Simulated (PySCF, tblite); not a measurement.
# C₂H₆Ge: dynamics, then NMR shifts on frames

How do NMR shifts of C₂H₆Ge (`C=[CH][GeH3]`) change as the atoms move?

Computed with tblite 0.8.0 and PySCF 2.14.0, with density-fitted response routines of our own, on a single molecule in the gas phase. Atoms count from 0, in the outputs and in this text.

## Step 1: The starting structure

9 atoms, charge 0, multiplicity 1; geometry from: GFN2-xTB.

Bonds of the start (Å): C0–C1 1.32, C1–Ge2 1.94, C0–H3 1.08, C0–H4 1.08, C1–H5 1.08, Ge2–H6 1.50, Ge2–H7 1.49, Ge2–H8 1.50.

## Step 2: Dynamics with GFN2-xTB

The job: settings as JSON, then the geometry in Å.

```
{"job": {"kind": "md", "xc": "GFN2-xTB", "basis": "xTB", "temperature": 300, "steps": 2000, "every": 50, "frames": 5}, "charge": 0, "multiplicity": 1}
C      1.547363    -0.181949    -0.292908
C      0.558409     0.031884     0.559794
Ge    -1.316928     0.115122     0.060419
H      1.360923    -0.327760    -1.345914
H      2.582239    -0.223583     0.012525
H      0.788866     0.173166     1.609333
H     -2.112413    -0.924007     0.784393
H     -1.483914    -0.095915    -1.407637
H     -1.910983     1.439035     0.422055
```

With the program's defaults for keys left out, this is: GFN2-xTB Langevin dynamics, gas phase.

On the command line:

```sh
OMP_NUM_THREADS=1 python probes_run.py task.json out
```

The driver reads the jobs from task.json and runs them one after another.

The log of the run:

```text
t/fs     T/K      E/eV
    0.0   279.1   -250.52739
   25.0   219.7   -250.33926
   50.0   234.8   -250.33761
   75.0   163.8   -250.34717
  100.0   257.7   -250.28400
  125.0   281.0   -250.24310
  150.0   170.8   -250.23790
  175.0   313.7   -250.34287
  200.0   259.9   -250.32728
  225.0   295.9   -250.23639
  250.0   291.2   -250.07742
  275.0   402.2   -250.11149
  300.0   370.1   -250.07808
  325.0   375.1   -250.11000
  350.0   384.3   -250.25624
  375.0   356.2   -250.26887
  400.0   368.0   -250.26925
  425.0   292.9   -250.17309
  450.0   215.0   -250.17738
  475.0   239.2   -250.19453
  500.0   305.6   -250.18980
  525.0   391.0   -250.28523
  550.0   396.6   -250.22229
  575.0   366.6   -250.07176
  600.0   339.1   -250.21937
  625.0   349.1   -250.19032
  650.0   348.6   -250.35519
  675.0   361.0   -250.17431
  700.0   311.0   -250.18165
  725.0   265.6   -250.22553
  750.0   307.2   -250.35997
  775.0   266.2   -250.25501
  800.0   421.9   -250.39638
  825.0   355.8   -250.21513
  850.0   352.5   -250.17894
  875.0   369.4   -250.18964
  900.0   407.2   -250.32313
  925.0   314.2   -250.36489
  950.0   345.2   -250.34400
  975.0   256.2   -250.20167
 1000.0   334.3   -250.33187
```

Run time: 15 s. Hardware: 1 thread of Intel Xeon at 2.50GHz, shared host; peak memory 0.18 GiB.

Distance from the start (root mean square after alignment): 0 fs 0.00 Å, 200 fs 0.31 Å, 400 fs 1.03 Å, 600 fs 1.04 Å, 800 fs 0.11 Å, 1000 fs 1.10 Å.

Positions (Å) and forces (eV/Å) at 1000 fs:

```xyz
9

C    -0.117    0.762    1.280   -2.384   -0.424   -0.557
C    -0.413    0.596   -0.028    0.553   -0.222    2.265
Ge   -2.151   -0.089   -0.482   -0.172    0.193   -0.902
H    -0.914    0.578    2.048    0.753    0.059   -0.787
H     0.748    1.177    1.700    1.115    0.314    0.059
H     0.381    0.775   -0.710    0.249    0.147   -0.705
H    -2.294   -1.362   -1.253    0.295   -0.016   -0.092
H    -2.848    0.945   -1.323   -0.044   -0.084    0.087
H    -2.897   -0.323    0.742   -0.365    0.033    0.633
```

## Step 3: Shielding tensors: 250 fs, PBE0/pcSseg-1

The job: settings as JSON, then the geometry in Å.

```
{"job": {"kind": "nmr", "xc": "PBE0", "basis": "pcSseg-1", "pop": false}, "charge": 0, "multiplicity": 1}
C      1.710200    -0.335700     0.018100
C      0.657900    -0.675700     0.733400
Ge    -1.080400    -0.208100     0.089900
H      1.520800     0.452100    -0.768000
H      2.802100    -0.601400     0.149100
H      0.855400    -1.410400     1.463300
H     -1.863100    -1.463500    -0.282600
H     -0.737500     0.944200    -0.902800
H     -1.875100     0.445100     1.070700
```

With the program's defaults for keys left out, this is: GIAO PBE0/pcSseg-1 NMR shielding, non-relativistic, gas phase.

The log of the run:

```text
coarse grid: 32608 points
cycle   1  E = -2156.1138643679  dE = -5.305e-01  |g| = 8.683e-01  |ddm| = 2.690e+00
cycle   2  E = -2156.0929194092  dE =  2.094e-02  |g| = 8.675e-01  |ddm| = 8.085e-01
cycle   3  E = -2156.1689947937  dE = -7.608e-02  |g| = 8.108e-02  |ddm| = 5.208e-01
cycle   4  E = -2156.1698416761  dE = -8.469e-04  |g| = 3.807e-02  |ddm| = 7.807e-02
cycle   5  E = -2156.1701996785  dE = -3.580e-04  |g| = 6.080e-03  |ddm| = 3.067e-02
cycle   6  E = -2156.1702097902  dE = -1.011e-05  |g| = 1.426e-03  |ddm| = 6.816e-03
cycle   7  E = -2156.1702102939  dE = -5.037e-07  |g| = 3.478e-04  |ddm| = 1.276e-03
final grid: 67688 points
cycle   8  E = -2156.1701973851  dE = -1.141e-08  |g| = 3.929e-04  |ddm| = 1.021e-03
cycle   9  E = -2156.1701973778  dE =  7.330e-09  |g| = 4.866e-04  |ddm| = 6.573e-04
cycle  10  E = -2156.1701974099  dE = -3.214e-08  |g| = 3.987e-05  |ddm| = 3.267e-04
cycle  11  E = -2156.1701974103  dE = -3.583e-10  |g| = 1.434e-05  |ddm| = 3.591e-05
converged SCF energy = -2156.1701974103

GIAO shielding tensors (ppm)
atom      isotropic    diamagn.    paramagn.     s11        s22        s33       span
  0 C       34.994     257.120    -222.126    -84.514     48.723    140.774    225.288
  1 C       51.554     257.826    -206.272    -66.323     38.973    182.014    248.337
  2 Ge    1514.524    2755.952   -1241.427   1359.883   1505.300   1678.391    318.508
  3 H       24.954      31.314      -6.359     21.750     22.757     30.356      8.605
  4 H       24.208      28.202      -3.994     22.117     23.608     26.899      4.782
  5 H       25.811      31.657      -5.846     24.631     25.214     27.587      2.957
  6 H       26.965      28.193      -1.227     21.010     22.137     37.749     16.739
  7 H       27.017      28.561      -1.545     21.606     23.003     36.441     14.835
  8 H       28.585      30.688      -2.103     21.918     22.598     41.240     19.322
```

It took 14 s on 1 thread of Intel Xeon at 2.50GHz, shared host; peak memory 0.46 GiB.

Shifts follow as δ = σ(reference) − σ, with reference shieldings (ppm) from runs at the same level and on the same kind of geometry: 1H TMS 31.72, 13C TMS 186.9, 73Ge GeMe4 1331. The references are single molecules in the gas phase. Each atom is listed at this fixed geometry, with no averaging over motion; a spectrum would average atoms that exchange fast.

```tsv
atoms	environment	σ (ppm)	δ (ppm)
C0	terminal =CH2 carbon	35.0	151.9
C1	alkene CH	51.6	135.4
H4	hydrogen on a terminal =CH2 carbon	24.21	7.51
H3	hydrogen on a terminal =CH2 carbon	24.95	6.76
H5	hydrogen on an alkene CH	25.81	5.91
H6	hydrogen on a germanium bonded to C	26.97	4.75
H7	hydrogen on a germanium bonded to C	27.02	4.70
H8	hydrogen on a germanium bonded to C	28.59	3.13
Ge2	germanium bonded to C, 3 H	1515	-184
```

## Step 4: Shielding tensors: 425 fs, PBE0/pcSseg-1

The job: settings as JSON, then the geometry in Å.

```
{"job": {"kind": "nmr", "xc": "PBE0", "basis": "pcSseg-1", "pop": false}, "charge": 0, "multiplicity": 1}
C      1.871400    -0.561700    -0.213700
C      0.795500    -0.691100     0.564200
Ge    -1.042900    -0.577800    -0.134500
H      1.847100    -0.183900    -1.275200
H      2.823000    -0.650600     0.272700
H      0.672800    -0.891300     1.665500
H     -1.242300    -0.272600    -1.602400
H     -1.776800     0.338600     0.678900
H     -1.668800    -1.903000     0.191500
```

Level: GIAO PBE0/pcSseg-1 NMR shielding, non-relativistic, gas phase.

The log of the run:

```text
coarse grid: 32608 points
cycle   1  E = -2156.1228320099  dE = -5.981e-01  |g| = 8.490e-01  |ddm| = 2.681e+00
cycle   2  E = -2156.1057245018  dE =  1.711e-02  |g| = 8.369e-01  |ddm| = 7.427e-01
cycle   3  E = -2156.1714928059  dE = -6.577e-02  |g| = 7.979e-02  |ddm| = 4.858e-01
cycle   4  E = -2156.1724488469  dE = -9.560e-04  |g| = 1.956e-02  |ddm| = 7.492e-02
cycle   5  E = -2156.1725425884  dE = -9.374e-05  |g| = 7.081e-03  |ddm| = 1.949e-02
cycle   6  E = -2156.1725550565  dE = -1.247e-05  |g| = 1.710e-03  |ddm| = 6.765e-03
cycle   7  E = -2156.1725558171  dE = -7.606e-07  |g| = 3.673e-04  |ddm| = 1.450e-03
final grid: 67688 points
cycle   8  E = -2156.1725705982  dE = -8.299e-09  |g| = 4.243e-04  |ddm| = 1.165e-03
cycle   9  E = -2156.1725705809  dE =  1.732e-08  |g| = 5.479e-04  |ddm| = 6.329e-04
cycle  10  E = -2156.1725706261  dE = -4.524e-08  |g| = 6.900e-05  |ddm| = 3.373e-04
cycle  11  E = -2156.1725706274  dE = -1.266e-09  |g| = 1.064e-05  |ddm| = 6.069e-05
cycle  12  E = -2156.1725706274  dE = -2.865e-11  |g| = 6.844e-07  |ddm| = 1.079e-05
converged SCF energy = -2156.1725706274

GIAO shielding tensors (ppm)
atom      isotropic    diamagn.    paramagn.     s11        s22        s33       span
  0 C       44.909     253.226    -208.317    -82.334     60.695    156.365    238.699
  1 C       38.693     260.928    -222.235    -75.654     22.222    169.511    245.165
  2 Ge    1563.575    2756.446   -1192.871   1443.182   1545.768   1701.774    258.592
  3 H       24.268      29.583      -5.314     21.079     23.226     28.500      7.421
  4 H       25.324      28.668      -3.344     21.118     24.074     30.781      9.663
  5 H       23.643      30.205      -6.562     19.601     22.773     28.556      8.954
  6 H       27.789      29.169      -1.380     21.957     22.844     38.565     16.607
  7 H       28.897      31.119      -2.223     22.166     23.217     41.307     19.142
  8 H       27.987      29.317      -1.330     21.822     22.980     39.159     17.337
```

It took 14 s on 1 thread of Intel Xeon at 2.50GHz, shared host; peak memory 0.47 GiB.

This run: δ C1 148.2, C0 142.0, Ge2 -233, H5 8.07, H3 7.45 ppm.

## Step 5: Nuclear shieldings: 625 fs, PBE0/pcSseg-1

The job: settings as JSON, then the geometry in Å.

```
{"job": {"kind": "nmr", "xc": "PBE0", "basis": "pcSseg-1", "pop": false}, "charge": 0, "multiplicity": 1}
C      1.278900    -0.374600     0.249400
C      0.075200    -0.431400     0.705200
Ge    -1.550800    -0.399300    -0.229300
H      1.551600    -0.309400    -0.749000
H      2.081900    -0.540900     1.013400
H      0.054300    -0.357200     1.831300
H     -1.458900    -0.718000    -1.660200
H     -2.152100     0.959500    -0.006100
H     -2.539800    -1.370400     0.339500
```

Method: GIAO PBE0/pcSseg-1 NMR shielding, non-relativistic, gas phase.

The log of the run:

```text
coarse grid: 32608 points
cycle   1  E = -2156.1168714903  dE = -4.541e-01  |g| = 8.709e-01  |ddm| = 2.728e+00
cycle   2  E = -2156.0990865567  dE =  1.778e-02  |g| = 8.628e-01  |ddm| = 7.810e-01
cycle   3  E = -2156.1729833183  dE = -7.390e-02  |g| = 7.231e-02  |ddm| = 4.970e-01
cycle   4  E = -2156.1737568164  dE = -7.735e-04  |g| = 1.001e-02  |ddm| = 6.036e-02
cycle   5  E = -2156.1737823449  dE = -2.553e-05  |g| = 4.228e-03  |ddm| = 1.182e-02
cycle   6  E = -2156.1737862498  dE = -3.905e-06  |g| = 1.203e-03  |ddm| = 3.988e-03
final grid: 67688 points
cycle   7  E = -2156.1738114682  dE =  5.911e-07  |g| = 1.971e-03  |ddm| = 2.759e-03
cycle   8  E = -2156.1738096307  dE =  1.837e-06  |g| = 3.342e-03  |ddm| = 3.951e-03
cycle   9  E = -2156.1738124741  dE = -2.843e-06  |g| = 1.341e-04  |ddm| = 2.435e-03
cycle  10  E = -2156.1738124790  dE = -4.874e-09  |g| = 2.158e-05  |ddm| = 1.254e-04
cycle  11  E = -2156.1738124791  dE = -5.821e-11  |g| = 1.611e-06  |ddm| = 1.599e-05
converged SCF energy = -2156.1738124791

GIAO shielding tensors (ppm)
atom      isotropic    diamagn.    paramagn.     s11        s22        s33       span
  0 C       45.856     254.409    -208.554    -78.377     56.922    159.022    237.399
  1 C       51.450     260.763    -209.314    -65.129     49.480    169.999    235.128
  2 Ge    1586.587    2754.872   -1168.285   1480.522   1582.161   1697.078    216.556
  3 H       26.132      32.955      -6.823     21.886     25.889     30.623      8.737
  4 H       24.717      28.703      -3.986     21.398     22.560     30.193      8.795
  5 H       24.860      30.492      -5.632     21.924     24.944     27.711      5.787
  6 H       28.385      29.284      -0.899     22.073     23.128     39.955     17.881
  7 H       27.862      28.558      -0.697     21.467     22.774     39.344     17.877
  8 H       28.049      28.499      -0.451     21.816     22.805     39.525     17.710
```

Wall time 14 s (1 thread of Intel Xeon at 2.50GHz, shared host); peak memory 0.47 GiB.

In short: δ C0 141.1, C1 135.5, Ge2 -256, H4 7.00, H5 6.86 ppm.

## Step 6: Shielding tensors: 800 fs, PBE0/pcSseg-1

The job: settings as JSON, then the geometry in Å.

```
{"job": {"kind": "nmr", "xc": "PBE0", "basis": "pcSseg-1", "pop": false}, "charge": 0, "multiplicity": 1}
C      0.794300     0.549500     0.509300
C     -0.186800    -0.310000     0.723400
Ge    -1.978100    -0.019800    -0.128000
H      0.601500     1.483100    -0.002700
H      1.726800     0.347200     1.005900
H     -0.097600    -1.248000     1.244100
H     -2.336200    -1.214800    -0.979200
H     -1.818600     1.179300    -1.038200
H     -3.015400     0.261400     0.904800
```

With the program's defaults for keys left out, this is: GIAO PBE0/pcSseg-1 NMR shielding, non-relativistic, gas phase.

The log of the run:

```text
coarse grid: 32608 points
cycle   1  E = -2156.1289755510  dE = -5.966e-01  |g| = 8.612e-01  |ddm| = 2.676e+00
cycle   2  E = -2156.1080305808  dE =  2.094e-02  |g| = 8.599e-01  |ddm| = 7.922e-01
cycle   3  E = -2156.1823683153  dE = -7.434e-02  |g| = 7.869e-02  |ddm| = 5.193e-01
cycle   4  E = -2156.1833168071  dE = -9.485e-04  |g| = 2.076e-02  |ddm| = 7.388e-02
cycle   5  E = -2156.1834208449  dE = -1.040e-04  |g| = 7.167e-03  |ddm| = 1.993e-02
cycle   6  E = -2156.1834339347  dE = -1.309e-05  |g| = 1.477e-03  |ddm| = 6.853e-03
cycle   7  E = -2156.1834344892  dE = -5.545e-07  |g| = 3.499e-04  |ddm| = 1.261e-03
final grid: 67688 points
cycle   8  E = -2156.1834582857  dE = -1.899e-08  |g| = 3.980e-04  |ddm| = 1.118e-03
cycle   9  E = -2156.1834582806  dE =  5.105e-09  |g| = 4.840e-04  |ddm| = 5.975e-04
cycle  10  E = -2156.1834583091  dE = -2.843e-08  |g| = 3.227e-05  |ddm| = 2.802e-04
cycle  11  E = -2156.1834583093  dE = -2.406e-10  |g| = 1.510e-05  |ddm| = 4.012e-05
converged SCF energy = -2156.1834583093

GIAO shielding tensors (ppm)
atom      isotropic    diamagn.    paramagn.     s11        s22        s33       span
  0 C       45.574     254.169    -208.595    -83.767     63.391    157.099    240.866
  1 C       41.292     259.049    -217.756    -76.239     27.881    172.235    248.474
  2 Ge    1541.870    2755.734   -1213.863   1425.260   1538.538   1661.813    236.553
  3 H       25.098      31.511      -6.413     21.054     24.029     30.211      9.157
  4 H       25.144      30.198      -5.053     20.907     24.110     30.417      9.510
  5 H       24.814      32.219      -7.405     21.833     24.276     28.332      6.499
  6 H       27.507      28.617      -1.110     21.502     22.457     38.562     17.060
  7 H       27.839      29.138      -1.299     22.024     23.312     38.181     16.157
  8 H       27.701      28.641      -0.939     21.670     22.415     39.018     17.348
```

Wall time 14 s (1 thread of Intel Xeon at 2.50GHz, shared host); peak memory 0.48 GiB.

Key values: δ C1 145.6, C0 141.4, Ge2 -211, H5 6.90, H3 6.62 ppm.

## Step 7: Nuclear shieldings: 1000 fs, PBE0/pcSseg-1

The job: settings as JSON, then the geometry in Å.

```
{"job": {"kind": "nmr", "xc": "PBE0", "basis": "pcSseg-1", "pop": false}, "charge": 0, "multiplicity": 1}
C     -0.117400     0.762500     1.279500
C     -0.413400     0.595800    -0.028400
Ge    -2.150900    -0.088600    -0.482300
H     -0.914400     0.578000     2.048000
H      0.747600     1.177400     1.700000
H      0.380800     0.774700    -0.709500
H     -2.294000    -1.361600    -1.252700
H     -2.848100     0.945100    -1.323300
H     -2.897400    -0.323200     0.742000
```

Method: GIAO PBE0/pcSseg-1 NMR shielding, non-relativistic, gas phase.

The log of the run:

```text
coarse grid: 32608 points
cycle   1  E = -2156.1278262320  dE = -5.504e-01  |g| = 8.544e-01  |ddm| = 2.696e+00
cycle   2  E = -2156.1123671690  dE =  1.546e-02  |g| = 8.414e-01  |ddm| = 7.447e-01
cycle   3  E = -2156.1773102148  dE = -6.494e-02  |g| = 7.367e-02  |ddm| = 4.755e-01
cycle   4  E = -2156.1780408655  dE = -7.307e-04  |g| = 1.670e-02  |ddm| = 6.193e-02
cycle   5  E = -2156.1781054895  dE = -6.462e-05  |g| = 6.763e-03  |ddm| = 1.665e-02
cycle   6  E = -2156.1781172185  dE = -1.173e-05  |g| = 1.273e-03  |ddm| = 6.151e-03
cycle   7  E = -2156.1781176482  dE = -4.297e-07  |g| = 3.268e-04  |ddm| = 1.142e-03
final grid: 67688 points
cycle   8  E = -2156.1780986295  dE = -1.003e-08  |g| = 3.606e-04  |ddm| = 7.932e-04
cycle   9  E = -2156.1780986246  dE =  4.935e-09  |g| = 4.274e-04  |ddm| = 5.442e-04
cycle  10  E = -2156.1780986510  dE = -2.643e-08  |g| = 3.051e-05  |ddm| = 2.638e-04
cycle  11  E = -2156.1780986512  dE = -2.110e-10  |g| = 1.381e-05  |ddm| = 3.532e-05
converged SCF energy = -2156.1780986512

GIAO shielding tensors (ppm)
atom      isotropic    diamagn.    paramagn.     s11        s22        s33       span
  0 C       34.056     253.684    -219.628    -92.440     41.422    153.185    245.625
  1 C       46.464     257.694    -211.230    -77.677     36.383    180.686    258.363
  2 Ge    1546.553    2753.444   -1206.891   1394.971   1540.560   1704.128    309.158
  3 H       24.881      29.926      -5.045     21.201     23.255     30.186      8.985
  4 H       25.415      31.728      -6.313     22.153     25.557     28.534      6.380
  5 H       25.245      33.155      -7.910     23.958     24.534     27.244      3.287
  6 H       27.686      28.263      -0.577     21.579     22.207     39.271     17.692
  7 H       27.702      27.753      -0.052     21.431     22.629     39.045     17.614
  8 H       28.658      29.485      -0.827     22.125     23.766     40.082     17.957
```

It took 13 s on 1 thread of Intel Xeon at 2.50GHz, shared host; peak memory 0.48 GiB.

This run: δ C0 152.9, C1 140.5, Ge2 -216, H3 6.84, H5 6.47 ppm.

## Step 8: Side by side: NMR shifts

Shifts (ppm) of some atoms, chosen among heavy atoms and hydrogens apart, with basis size and wall time:

```tsv
frame	C0	C1	H3	H5	H6	H7	Ge2	functions	time
250 fs	151.9	135.4	6.76	5.91	4.75	4.70	-184	105	14 s
425 fs	142.0	148.2	7.45	8.07	3.93	2.82	-233	105	14 s
625 fs	141.1	135.5	5.58	6.86	3.33	3.86	-256	105	14 s
800 fs	141.4	145.6	6.62	6.90	4.21	3.88	-211	105	14 s
1000 fs	152.9	140.5	6.84	6.47	4.03	4.02	-216	105	13 s
```

## Step 9: Outcome

```
                                         quantity                                   value
                                       thermostat                                   300 K
                    mean temperature, second half                                   341 K
          mean potential energy above the minimum                                 0.28 eV
   13C shifts against TMS (PBE0/pcSseg-1, 250 fs)                        151.9, 135.4 ppm
    1H shifts against TMS (PBE0/pcSseg-1, 250 fs)  7.51, 6.76, 5.91, 4.75, 4.70, 3.13 ppm
73Ge shifts against GeMe4 (PBE0/pcSseg-1, 250 fs)                                -184 ppm
                        range of the shift of Ge2                        -256 to -184 ppm
```

**Reading.** In the second half the potential energy averages 0.28 eV above the minimum; equipartition over 21 harmonic modes at 300 K would give 0.27 eV. With 9 atoms the temperature swings widely (164 to 422 K). Shifts at one fixed geometry are not the observed spectrum, which averages over the motion. In the first frame run (250 fs): Shielding is most anisotropic at Ge2 (span 319 ppm, paramagnetic term -1241 ppm). Across the 5 runs the shift of Ge2 moves most, between -256 (625 fs) and -184 ppm (250 fs). Spin-orbit coupling is left out, which matters for shieldings and couplings at and beside the heavy atoms.
